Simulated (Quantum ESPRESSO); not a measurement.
# GeCN2 (R-3m) in Quantum ESPRESSO: settings compared, part 4 of 4

Quantum ESPRESSO 7.5.

## (5) Phonons, PBE

Contents of pw.in:

```
&CONTROL
  calculation = 'scf'
  prefix = 'pwscf'
  outdir = './tmp'
  pseudo_dir = './pseudo'
  tprnfor = .true.
  tstress = .true.
  disk_io = 'low'
/
&SYSTEM
  ibrav = 0
  celldm(1) = 8
  nat = 4
  ntyp = 3
  ecutwfc = 45
  ecutrho = 360
  nbnd = 21
  occupations = 'smearing'
  smearing = 'fd'
  degauss = 0.00367493
/
&ELECTRONS
  conv_thr = 8d-10
  electron_maxstep = 120
  mixing_beta = 0.5
/
ATOMIC_SPECIES
Ge    72.6300 ge_pbe_v1.4.uspp.F.UPF
N     14.0070 n_pbe_v1.2.uspp.F.UPF
C     12.0110 c_pbe_v1.2.uspp.F.UPF
CELL_PARAMETERS alat
  0.4237215654655   0.2446357598792   1.1626438910703
 -0.4237215654655   0.2446357598792   1.1626438910703
  0.0000000000000  -0.4892715197584   1.1626438910703
ATOMIC_POSITIONS crystal
Ge     0.0000000000    0.0000000000    0.0000000000
N      0.5839044000    0.5839044000    0.5839044000
N      0.4160956000    0.4160956000    0.4160956000
C      0.5000000000    0.5000000000    0.5000000000
K_POINTS automatic
4 4 4 1 1 1
```

Contents of relax.in:

```
&CONTROL
  calculation = 'vc-relax'
  prefix = 'pwscf'
  outdir = './tmp'
  pseudo_dir = './pseudo'
  tprnfor = .true.
  tstress = .true.
  disk_io = 'low'
  nstep = 40
  forc_conv_thr = 0.0001
  etot_conv_thr = 1d-06
/
&SYSTEM
  ibrav = 0
  celldm(1) = 8
  nat = 4
  ntyp = 3
  ecutwfc = 45
  ecutrho = 360
  nbnd = 21
  occupations = 'smearing'
  smearing = 'fd'
  degauss = 0.00367493
/
&ELECTRONS
  conv_thr = 8d-10
  electron_maxstep = 120
  mixing_beta = 0.5
/
&IONS
  ion_dynamics = 'bfgs'
/
&CELL
  cell_dynamics = 'bfgs'
  press = 0
  press_conv_thr = 0.2
/
ATOMIC_SPECIES
Ge    72.6300 ge_pbe_v1.4.uspp.F.UPF
N     14.0070 n_pbe_v1.2.uspp.F.UPF
C     12.0110 c_pbe_v1.2.uspp.F.UPF
CELL_PARAMETERS alat
  0.4237215654655   0.2446357598792   1.1626438910703
 -0.4237215654655   0.2446357598792   1.1626438910703
  0.0000000000000  -0.4892715197584   1.1626438910703
ATOMIC_POSITIONS crystal
Ge     0.0000000000    0.0000000000    0.0000000000
N      0.5839044000    0.5839044000    0.5839044000
N      0.4160956000    0.4160956000    0.4160956000
C      0.5000000000    0.5000000000    0.5000000000
K_POINTS automatic
4 4 4 1 1 1
```

Contents of scf2.in:

```
&CONTROL
  calculation = 'scf'
  prefix = 'pwscf'
  outdir = './tmp'
  pseudo_dir = './pseudo'
  tprnfor = .true.
  tstress = .true.
  disk_io = 'low'
/
&SYSTEM
  ibrav = 0
  celldm(1) = 8
  nat = 4
  ntyp = 3
  ecutwfc = 45
  ecutrho = 360
  nbnd = 21
  occupations = 'fixed'
/
&ELECTRONS
  conv_thr = 1d-13
  electron_maxstep = 120
  mixing_beta = 0.5
  startingpot = 'file'
  startingwfc = 'file'
/
ATOMIC_SPECIES
Ge    72.6300 ge_pbe_v1.4.uspp.F.UPF
N     14.0070 n_pbe_v1.2.uspp.F.UPF
C     12.0110 c_pbe_v1.2.uspp.F.UPF
CELL_PARAMETERS alat
  0.4228985429683   0.2441605876266   1.1630299459360
 -0.4228985429683   0.2441605876266   1.1630299459360
  0.0000000000000  -0.4883211752414   1.1630299459384
ATOMIC_POSITIONS crystal
Ge     0.0000000000    0.0000000000    0.0000000000
N      0.5839283384    0.5839283384    0.5839283384
N      0.4160716616    0.4160716616    0.4160716616
C      0.5000000000    0.5000000000    0.5000000000
K_POINTS automatic
4 4 4 1 1 1
```

Contents of ph.in:

```
phonons of GeCN2
&INPUTPH
  prefix = 'pwscf'
  outdir = './tmp'
  tr2_ph = 1d-18
  fildyn = 'dyn'
  niter_ph = 90
  alpha_mix(1) = 0.7
  epsil = .true.
/
0.0000000000 0.0000000000 0.0000000000
```

Contents of dynmat.in:

```
&INPUT
  fildyn = 'dyn'
  asr = 'crystal'
  lperm = .true.
  filout = 'dynmat.disp'
  fileig = 'dynmat.eig'
/
```

Contents of dynmat_lo.in:

```
&INPUT
  fildyn = 'dyn'
  asr = 'crystal'
  filout = 'dynmat_lo.disp'
  fileig = 'dynmat_lo.eig'
  q(1) = 0
  q(2) = 0
  q(3) = 1
/
```

Potentials or basis: GBRV 1.5 PBE.

The run is started by

```sh
OMP_NUM_THREADS=1 pw.x -in pw.in > pw.out
OMP_NUM_THREADS=1 pw.x -in relax.in > relax.out
OMP_NUM_THREADS=1 pw.x -in scf2.in > scf2.out
OMP_NUM_THREADS=1 ph.x -in ph.in > ph.out
OMP_NUM_THREADS=1 dynmat.x -in dynmat.in > dynmat.out
OMP_NUM_THREADS=1 dynmat.x -in dynmat_lo.in > dynmat_lo.out
```

pw.out:

```text
This program is part of the open-source Quantum ESPRESSO suite
     for quantum simulation of materials; please cite
[... 9 lines left out ...]
     --------------------
     sticks:   dense  smooth     PW     G-vecs:    dense   smooth      PW
     Sum        1853     927    287                42741    15147    2645

     Using Slab Decomposition

     bravais-lattice index     =            0
     lattice parameter (alat)  =       8.0000  a.u.
     unit-cell volume          =     370.2273 (a.u.)^3
     number of atoms/cell      =            4
     number of atomic types    =            3
     number of electrons       =        28.00
     number of Kohn-Sham states=           21
     kinetic-energy cutoff     =      45.0000  Ry
     charge density cutoff     =     360.0000  Ry
     scf convergence threshold =      8.0E-10
     mixing beta               =       0.5000
     number of iterations used =            8  plain     mixing
     Exchange-correlation= SLA  PW   PBE  PBE
                           (   1   4   3   4   0   0   0)

     celldm(1)=   8.000000  celldm(2)=   0.000000  celldm(3)=   0.000000
     celldm(4)=   0.000000  celldm(5)=   0.000000  celldm(6)=   0.000000

     crystal axes: (cart. coord. in units of alat)
               a(1) = (   0.423722   0.244636   1.162644 )
               a(2) = (  -0.423722   0.244636   1.162644 )
               a(3) = (   0.000000  -0.489272   1.162644 )

     reciprocal axes: (cart. coord. in units 2 pi/alat)
               b(1) = (  1.180020  0.681285  0.286703 )
               b(2) = ( -1.180020  0.681285  0.286703 )
               b(3) = (  0.000000 -1.362570  0.286703 )

     PseudoPot. # 1 for Ge read from file:
     ge_pbe_v1.4.uspp.F.UPF
     Pseudo is Ultrasoft + core correction, Zval = 14.0
     Generated by new atomic code, or converted to UPF format
     Using radial grid of  873 points,  6 beta functions with:
                l(1) =   0
                l(2) =   0
                l(3) =   1
                l(4) =   1
                l(5) =   2
                l(6) =   2
     Q(r) pseudized with  8 coefficients,  rinner =    1.400   1.400   1.400
                                                       1.400   1.400

     PseudoPot. # 2 for N  read from file:
     n_pbe_v1.2.uspp.F.UPF
[... 61 lines left out ...]
     ethr =  1.00E-02,  avg # of iterations =  4.8

     total energy              =    -265.10069932 Ry
     estimated scf accuracy    <       0.78335932 Ry
[... 57 lines left out ...]
     iteration # 10     ecut=    45.00 Ry     beta= 0.50
     Davidson diagonalization with overlap
     ethr =  5.54E-12,  avg # of iterations =  2.2

     End of self-consistent calculation

          k = 0.0000 0.0000 0.1075 (  1868 PWs)   bands (ev):

   -18.6214 -18.6152 -18.6152 -18.6075 -18.6075 -13.0754 -11.0075  -4.4158
     0.5349   0.9458   0.9458   4.1776   4.2298   4.2298   8.3938   9.5112
     9.5112  11.6209  13.1536  13.1536  16.1342

          k = 0.0000-0.3406 0.1792 (  1883 PWs)   bands (ev):

   -18.6220 -18.6152 -18.6119 -18.6089 -18.6069 -12.8921 -10.9707  -3.7631
    -0.4699   0.4386   0.9086   3.0789   3.3873   4.0524   8.6350   9.7268
    11.2528  11.9800  12.3222  13.9349  14.8380

          k = 0.0000 0.6813-0.0358 (  1886 PWs)   bands (ev):

   -18.6292 -18.6177 -18.6102 -18.6074 -18.5985 -12.7423 -10.8435  -2.8059
    -1.7867   0.3522   0.6982   1.8496   3.1371   3.5388   9.1537  10.4507
    10.6071  11.9404  12.9658  14.0933  15.7090

          k = 0.0000 0.3406 0.0358 (  1883 PWs)   bands (ev):

   -18.6220 -18.6154 -18.6119 -18.6088 -18.6069 -12.9343 -10.8833  -3.9975
    -0.0832   0.7347   0.7393   2.1709   3.8793   4.1827   9.3040   9.4996
    10.3052  11.7025  13.5305  13.6931  14.1856

          k =-0.2950-0.1703 0.2509 (  1874 PWs)   bands (ev):

   -18.6221 -18.6157 -18.6118 -18.6088 -18.6069 -12.8481 -11.0508  -3.5825
     0.0072   0.1281   0.5808   1.5017   4.4422   5.6020   8.6508   8.9314
    10.2725  11.1060  13.6781  13.8722  15.0878

          k =-0.2950 0.8516 0.0358 (  1886 PWs)   bands (ev):

   -18.6227 -18.6140 -18.6124 -18.6120 -18.6026 -12.6993 -10.9201  -2.5407
    -1.0647  -0.4494  -0.1327   1.2798   3.5105   5.3821   8.5959   9.2286
    10.6347  12.4276  13.1434  14.7176  16.1507

          k =-0.2950 0.5110 0.1075 (  1889 PWs)   bands (ev):

   -18.6220 -18.6142 -18.6124 -18.6120 -18.6026 -12.7441 -10.8393  -2.9859
    -1.0280   0.0315   0.3980   1.2731   2.7798   4.7831   8.8759  10.3998
    10.8286  11.7374  13.0791  14.5151  15.9446

          k = 0.5900 0.3406-0.1792 (  1890 PWs)   bands (ev):

   -18.6299 -18.6180 -18.6101 -18.6074 -18.5985 -12.6993 -10.9144  -2.6052
    -1.2064  -0.4782   0.3749   0.7470   4.1361   5.6013   8.5621   8.7191
     9.9533  12.5548  13.1007  14.5185  15.3487

          k = 0.0000 0.0000 0.3225 (  1913 PWs)   bands (ev):
[... 7 lines left out ...]
   -18.6222 -18.6155 -18.6119 -18.6089 -18.6069 -12.7988 -11.1430  -3.2774
    -0.5400  -0.1674   0.7203   2.2724   3.8907   5.8518   8.3861   9.0922
     9.8375  12.0719  12.8546  14.6072  15.5321

     the Fermi energy is     6.6574 ev

!    total energy              =    -265.32839706 Ry
     estimated scf accuracy    <          5.0E-11 Ry
     smearing contrib. (-TS)   =      -0.00000000 Ry
     internal energy E=F+TS    =    -265.32839706 Ry

     The total energy is F=E-TS. E is the sum of the following terms:
     one-electron contribution =    -159.70720023 Ry
     hartree contribution      =      99.10127713 Ry
     xc contribution           =     -72.43767322 Ry
     ewald contribution        =    -132.28480074 Ry

     convergence has been achieved in  10 iterations

     Forces acting on atoms (cartesian axes, Ry/au):

     atom    1 type  1   force =    -0.00000000    0.00000000    0.00000000
     atom    2 type  2   force =    -0.00000000    0.00000000    0.00263490
     atom    3 type  2   force =     0.00000000   -0.00000000   -0.00263490
     atom    4 type  3   force =     0.00000000    0.00000000    0.00000000

     Total force =     0.003726     Total SCF correction =     0.000006

     Computing stress (Cartesian axis) and pressure

          total   stress  (Ry/bohr**3)                   (kbar)     P=       -0.35
  -0.00001489  -0.00000000   0.00000000           -2.19       -0.00        0.00
  -0.00000000  -0.00001489   0.00000000           -0.00       -2.19        0.00
  -0.00000000   0.00000000   0.00002266           -0.00        0.00        3.33

=------------------------------------------------------------------------------=
   JOB DONE.
=------------------------------------------------------------------------------=
```

scf2.out:

```text
This program is part of the open-source Quantum ESPRESSO suite
     for quantum simulation of materials; please cite
[... 9 lines left out ...]
     --------------------
     sticks:   dense  smooth     PW     G-vecs:    dense   smooth      PW
     Sum        1845     923    291                42585    15039    2633
[... 216 lines left out ...]
   0.00000049  -0.00000000   0.00000000            0.07       -0.00        0.00
  -0.00000000   0.00000049   0.00000000           -0.00        0.07        0.00
  -0.00000000   0.00000000   0.00000064           -0.00        0.00        0.09

=------------------------------------------------------------------------------=
   JOB DONE.
=------------------------------------------------------------------------------=
```

Run time: 24 min. Hardware: 1 thread of Arm Neoverse N1, shared host; peak memory 0.22 GiB.

Results:

```
Free energy                                             : -3609.9768 eV
Relaxed volume                                          : 13.67 Å³/atom
Relaxed cell                                            : a = 5.340 Å, b = 5.340 Å, c = 5.340 Å, α = 39.18°, β = 39.18°, γ = 39.18°
Space group after relaxing (to 0.05 Å)                  : R-3m (No. 166)
Pressure after relaxing                                 : 0.0 GPa
Electronic dielectric tensor (diagonal)                 : 5.91, 5.91, 12.22
Born charges (mean of the diagonal)                     : Ge +4.27; N -3.28; C +2.45 e
Highest phonon frequency at Γ, LO-TO splitting left out : 1883 cm⁻¹
Most unstable mode                                      : 96i cm⁻¹
```

Step by step:
| step | energy change (eV) | largest force (eV/Å) | pressure (GPa) | volume (Å³) |
| --- | --- | --- | --- | --- |
| 1 | 0.0000 | 0.0677 | -0.03 | 54.86 |
| 2 | 0.0000 | 0.0971 | -0.40 | 54.85 |
| 3 | -0.0001 | 0.0056 | -0.20 | 54.86 |
| 4 | -0.0001 | 0.0079 | -0.13 | 54.80 |
| 5 | -0.0002 | 0.0056 | -0.03 | 54.71 |
| 6 | -0.0002 | 0.0045 | 0.01 | 54.68 |
| 7 | -0.0002 | 0.0033 | 0.02 | 54.67 |
| 8 | -0.0002 | 0.0016 | 0.02 | 54.66 |
| 9 | -0.0002 | 0.0000 | 0.01 | 54.67 |

Final structure:
```
Ge N C
1.0
     1.79031    1.03363    4.92359
    -1.79031    1.03363    4.92359
     0.00000   -2.06727    4.92359
Ge N C
1 2 1
Direct
  0.00000 0.00000 0.00000
  0.58393 0.58393 0.58393
  0.41607 0.41607 0.41607
  0.50000 0.50000 0.50000
```

Levels at points of the mesh, in eV from the valence-band top:
```tsv
k point	band 10	band 11	band 12	band 13	band 14	band 15	band 16	band 17	band 18	band 19
(0.12, 0.12, 0.12)	-4.91	-4.91	-1.66	-1.64	-1.64	2.55	3.66	3.66	5.76	7.29
```

Phonon frequencies in cm⁻¹ (negative: imaginary):
```tsv
q point	frequencies
(0.000, 0.000, 0.000)	-96 -96 -1 -1 9 183 238 238 601 601 1251 1883
```

Electronic dielectric tensor:
```
 5.91  0.00  0.00
 0.00  5.91  0.00
 0.00  0.00 12.22
```

Born effective charge tensors (e):
atom 1, Ge
```
4.15 0.00 0.00
0.00 4.15 0.00
0.00 0.00 4.51
```
atom 2, N
```
-1.55  0.00  0.00
 0.00 -1.55  0.00
 0.00  0.00 -6.72
```
atom 3, N
```
-1.55  0.00  0.00
 0.00 -1.55  0.00
 0.00  0.00 -6.72
```
atom 4, C
```
-1.03  0.00  0.00
 0.00 -1.03  0.00
 0.00  0.00  9.41
```

Optical modes at Γ, degenerate ones joined, polar ones without the macroscopic field:
```tsv
cm⁻¹	components	symmetry	active in	IR intensity, summed ((D/Å)²/amu)
96i	2	Eu	IR	30.57
183	1	A2u	IR	30.35
238	2	Eg	Raman	0.00
601	2	Eu	IR	0.46
1251	1	A1g	Raman	0.00
1883	1	A2u	IR	295.65
```

Zone-centre frequencies without and with the macroscopic field along z (cm⁻¹):
```tsv
	optical modes in rising order
without	96i 96i 183 238 238 601 601 1251 1883
with the field	96i 96i 238 238 331 601 601 1251 2124
```

Caveat: the mesh is thin for the dielectric tensor, Born charges and intensities, which usually come out too large; some modes are imaginary; the Born charges break their sum rule by 0.17 e, a sign of too thin a mesh.

## (6) Overview

```tsv
level	potentials or basis	cell	k mesh	cutoff (eV)	form of the LDA correlation	pressure (GPa)	largest force (eV/Å)
LDA	PseudoDojo 0.4.1 SR LDA standard	as given	4 × 4 × 4, shifted	1143	PW92	-6.3	0.12
LDA	PseudoDojo 0.4.1 SR LDA standard	as given	6 × 6 × 6, shifted	1143	PW92	-6.2	0.14
LDA	PseudoDojo 0.4.1 SR LDA standard	as given	8 × 8 × 8, shifted	1143	PW92	-6.2	0.14
PBE	GBRV 1.5 PBE	relaxed	4 × 4 × 4, shifted	612	-	0.0	-
```

Alike in all rows: task phonons; no spin polarisation; smearing fermi-dirac 0.05 eV.

Caveats: some modes are imaginary; the atoms weren't relaxed first, which shifts the frequencies (some runs); the cell is more than 3 GPa from zero pressure, which shifts response properties (some runs).

Total energies depend on the potentials used, so only differences within one code and one set of settings carry meaning.
